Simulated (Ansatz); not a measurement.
# NbPd4 (R-3m) in Ansatz: notebook, part 2 of 2

Ansatz 0.2.0. The steps go on from the part before.

### 3 Relaxation of cell and atoms, r2SCAN

The input, input.yaml:

```yaml
crystal:
  lattice:
    - [1.4176001398, 0.8184518223, 11.4952655238]
    - [-1.4176001398, 0.8184518223, 11.4952655238]
    - [0.0, -1.6369036446, 11.4952655238]
  atoms:
    - { symbol: Pd, position: [0.600621, 0.600621, 0.600621] }
    - { symbol: Pd, position: [0.199916, 0.199916, 0.199916] }
    - { symbol: Pd, position: [0.800084, 0.800084, 0.800084] }
    - { symbol: Pd, position: [0.399379, 0.399379, 0.399379] }
    - { symbol: Nb, position: [0.0, 0.0, 0.0] }
hamiltonian:
  xc: r2scan
  pseudopotentials: { kind: paw }
kpoints:
  mp_grid: { grid: [11, 11, 11] }
scf:
  occupations: { method: fermi_dirac, width: 0.05 }
output:
  forces: true
  stress: true
  eigenvalues: true
  write_density: true
  write_potential: true
  elf: true
  volumetric_format: npy
relax:
  f_tol: 0.01
  max_steps: 40
  cell: { stress_tol: 0.05 }
```

Potentials or basis: Ansatz PAW.

Run with:

```
ansatz run input.yaml --threads 2 --pin off --max-ram 5632MiB --backend cpu --events-out ev --progress --plain --runs-dir out
```

Run time: 3.6 min. Hardware: 2 threads of Arm Neoverse V2, shared host; peak memory 0.97 GiB.

The run converged. Its results:

```
Free energy                            : -32507.3083 eV
Relaxed volume                         : 15.47 Å³/atom
Relaxed cell                           : a = 11.514 Å, b = 11.514 Å, c = 11.514 Å, α = 13.96°, β = 13.96°, γ = 13.96°
Space group after relaxing (to 0.05 Å) : R-3m (No. 166)
Energy gained by relaxing              : 10.1 meV/atom
Ionic steps                            : 5
Pressure after relaxing                : 0.0 GPa
Band gap on the k mesh                 : none (metal or under the smearing width)
```

The path:
```tsv
step	energy change (eV)	largest force (eV/Å)	volume (Å³)
1	0.0000	0.0862	80.02
2	-0.0532	0.0058	77.61
3	-0.0542	0.0034	77.32
4	-0.0542	0.0008	77.34
5	-0.0505	0.0008	77.34
```

Final structure:
```
CELL_PARAMETERS angstrom
1.39944 0.80797 11.40028
-1.39944 0.80797 11.40028
0.00000 -1.61593 11.40028
ATOMIC_POSITIONS crystal
Pd 0.60060 0.60060 0.60060
Pd 0.19998 0.19998 0.19998
Pd 0.80002 0.80002 0.80002
Pd 0.39940 0.39940 0.39940
Nb 0.00000 0.00000 0.00000
```

Levels at points of the mesh, in eV from the Fermi level:
| k point | band 40 | band 41 | band 42 | band 43 | band 44 | band 45 | band 46 | band 47 |
| --- | --- | --- | --- | --- | --- | --- | --- | --- |
| (0.00, 0.00, 0.00) | -1.78 | -1.07 | -1.07 | -0.33 | -0.33 | -0.24 | 0.34 | 0.62 |

Caveat: the plane-wave basis is chosen anew once the cell has moved, so the energies of steps on either side of that aren't comparable; the PAW data sets come from PBE, with cores solved anew for the run's functional, which leaves a small shift of forces and pressure.

### 4 Relaxation of cell and atoms, PBE

Changes to input.yaml since step 3:

```diff
@@ -12,3 +12,3 @@
 hamiltonian:
-  xc: r2scan
+  xc: pbe
   pseudopotentials: { kind: paw }
@@ -22,6 +22,2 @@
   eigenvalues: true
-  write_density: true
-  write_potential: true
-  elf: true
-  volumetric_format: npy
 relax:
```

Potentials or basis: Ansatz PAW.

Run with:

```
ansatz run input.yaml --threads 2 --pin off --max-ram 5632MiB --backend cpu --events-out ev --progress --plain --runs-dir out
```

The log of the run:

```text
Warning: RAYON_NUM_THREADS=2 ignored (pool sized by the plan → 2); use --threads N
basis.fft_grid_basis auto: the FFT boxes are laid along the combinations [[1, 0, -1], [0, 1, -1], [0, 0, 1]] of the cell's own vectors, 2.835, 2.835 and 11.611 Å long. The dense box has 20×20×80 points. Along the cell's own vectors, as sized, it would have 80×80×80, 16.00 times as many. Of the 12 symmetry operations that the crystal satisfies within crystal.symmetry.tolerance (time reversal apart; of a slab, those that keep its plane) the dense box along the cell's own vectors carries 12, and the one as laid loses 8 of those. basis.fft_grid_basis: typed keeps the cell's own vectors: state it where this run's energies or levels are differenced outside the engine with another run's, or held beside a run that keeps those vectors.
Engine: ansatz 0.2.0, aarch64-unknown-linux-gnu
Pseudopotentials: kind: paw
Pseudopotential: Pd, paw, valence charge 18, recommended cutoff 420 eV (normal), Pd.paw.azcp
Pseudopotential: Nb, paw, valence charge 13, recommended cutoff 420 eV (normal), Nb.paw.azcp
Functional definition: PBE
  parameter kappa = 0.804
  parameter beta = 0.06672455060314922
  exchange = pbe_x(kappa = kappa, mu = beta*pi^2/3)
  correlation = pbe_c(beta = beta)
[... 118 lines left out ...]
  k-point 2: bands = ["-65.6275", "-65.6275", "-64.9410", "-64.9240", "-36.0328", "-31.4977", "-31.4933", "-31.2260", "-31.2257", "-31.1723", "-31.1722", "-30.6876", "-30.6494", "-30.6134", "-30.5955", "-30.5673", "-30.5358", "-12.1889", "-11.7975", "-11.4435", "12.9485", "13.8281", "14.1086", "14.4125", "14.6441", "15.2710", "15.5460", "15.6731", "15.7424", "15.9731", "16.3971", "16.4269", "16.5567", "16.5631", "16.6574", "16.7126", "16.7236", "17.0233", "17.1127", "17.3486", "17.4211", "17.9056", "18.2095", "18.5458", "18.5962", "19.3402", "20.4473", "21.5749", "22.1550", "23.0377", "27.8801"]
  k-point 145: bands = ["-65.6330", "-65.6330", "-64.9476", "-64.9284", "-36.0847", "-31.5059", "-31.4990", "-31.1743", "-31.1741", "-31.1595", "-31.1595", "-30.6934", "-30.5970", "-30.5812", "-30.5701", "-30.5563", "-30.5357", "-12.2399", "-11.4673", "-11.3691", "12.4781", "12.6777", "13.9236", "13.9801", "14.3620", "15.7668", "15.8862", "15.9797", "16.0698", "16.0896", "16.1581", "16.1867", "16.3052", "16.4749", "16.5388", "16.5429", "16.9030", "16.9831", "17.0628", "17.3312", "17.6513", "17.8649", "18.1685", "18.5281", "18.6116", "19.1228", "19.6771", "20.3572", "22.3272", "22.8157", "26.4314"]
--- Relaxed structure (4 steps of the walk, 3 accepted, 1 SCFs on fresh bases) ---
  F+E_penalty+E_count = -32444.41434512 eV   max|allowed force component| = 1.340e-3 eV/Å   (the final SCF, on the basis selected at the relaxed cell)
  cell:  # Å, volume = 79.1328 Å³
    - [1.4106871179009344, 0.8144605872624392, 11.479016556967013]
    - [-1.4106871179009344, 0.8144605872624392, 11.479016556967013]
    - [1.8078495490869866e-33, -1.6289211745248842, 11.479016556967013]
  atoms:
    - { symbol: Pd, position: [0.6008078274139229, 0.6008078274139229, 0.6008078274139229] }
    - { symbol: Pd, position: [0.20001456770824289, 0.20001456770824289, 0.2000145677082429] }
    - { symbol: Pd, position: [0.799985432291757, 0.799985432291757, 0.7999854322917571] }
    - { symbol: Pd, position: [0.39919217258607703, 0.39919217258607703, 0.3991921725860771] }
    - { symbol: Nb, position: [-5.659036776005325e-21, -5.659036776005323e-21, -5.6590367760052866e-21] }
```

Run time: 66 s. Hardware: 2 threads of Arm Neoverse V2, shared host; peak memory 0.67 GiB.

Results:

| Property | Result |
| --- | --- |
| Free energy | -32444.4143 eV |
| Relaxed volume | 15.83 Å³/atom |
| Relaxed cell | a = 11.594 Å, b = 11.594 Å, c = 11.594 Å, α = 13.98°, β = 13.98°, γ = 13.98° |
| Space group after relaxing (to 0.05 Å) | R-3m (No. 166) |
| Energy gained by relaxing | 1.2 meV/atom |
| Ionic steps | 4 |
| Pressure after relaxing | 0.0 GPa |
| Band gap on the k mesh | none (metal or under the smearing width) |

Step by step:
| step | energy change (eV) | largest force (eV/Å) | volume (Å³) |
| --- | --- | --- | --- |
| 1 | 0.0000 | 0.0806 | 80.02 |
| 2 | -0.0065 | 0.0035 | 79.16 |
| 3 | -0.0065 | 0.0013 | 79.13 |
| 4 | -0.0062 | 0.0013 | 79.13 |

Final structure:
```
CELL_PARAMETERS angstrom
1.41069 0.81446 11.47902
-1.41069 0.81446 11.47902
0.00000 -1.62892 11.47902
ATOMIC_POSITIONS crystal
Pd 0.60081 0.60081 0.60081
Pd 0.20001 0.20001 0.20001
Pd 0.79999 0.79999 0.79999
Pd 0.39919 0.39919 0.39919
Nb 0.00000 0.00000 0.00000
```

Caveat: the plane-wave basis is chosen anew once the cell has moved, so the energies of steps on either side of that aren't comparable.

### 5 The runs side by side

| level | cutoff (eV) | gap on the mesh (eV) | pressure (GPa) | relaxed volume (Å³/atom) |
| --- | --- | --- | --- | --- |
| LDA | 420 | none | 0.0 | 14.68 |
| r2SCAN | 500 | none | 0.0 | 15.47 |
| PBE | 420 | none | 0.0 | 15.83 |

Alike in all rows: task relaxation of cell and atoms; potentials or basis Ansatz PAW; no spin polarisation; cell relaxed; k mesh 11 × 11 × 11; smearing fermi-dirac 0.05 eV.

Caveats: the plane-wave basis is chosen anew once the cell has moved, so the energies of steps on either side of that aren't comparable; the PAW data sets come from PBE, with cores solved anew for the run's functional, which leaves a small shift of forces and pressure (some runs).

Absolute energies hang on the potentials; compare differences alone.
